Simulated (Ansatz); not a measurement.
# TaTi: equation of state with PBE

TaTi:

```
Ta Ti
1.0
     1.63288   -2.29749    0.00000
     1.63288    2.29749    0.00000
     0.00000    0.00000    4.68413
Ta Ti
1 1
Cartesian
  0.0000 0.0000 0.0000
  1.6329 0.0000 2.3421
```

The cell comes from a database or a generator and needn't be the stable form of this composition.

```json
{"Program": "Ansatz 0.2.0", "Task": "equation of state", "Functional": "PBE", "Potentials or basis": "Ansatz PAW", "Cutoff": "420 eV", "Density cutoff": "1680 eV", "k mesh": "10 × 10 × 6", "Occupations": "fermi-dirac, width 0.05 eV", "Spin": "no spin polarisation"}
```

```
Equilibrium volume                        : 17.74 Å³/atom
Bulk modulus at fixed shape and positions : 148 GPa
Pressure derivative of the bulk modulus   : 3.3
```

Energy against volume, from the lowest point:
```tsv
volume (Å³/atom)	energy (meV/atom)
16.518	42.16
16.870	20.34
17.221	6.51
17.573	0.00
17.924	0.21
18.276	6.59
18.627	18.62
```

All runs of the series together: 20 s on 2 threads of Arm Neoverse V1, on a shared host.

Caveat: the cell was scaled at fixed shape and fractional positions, which overstates the stiffness of a crystal with free parameters, most of all of layers and chains. The run has no spin-orbit coupling, so splittings on Ta are missing.
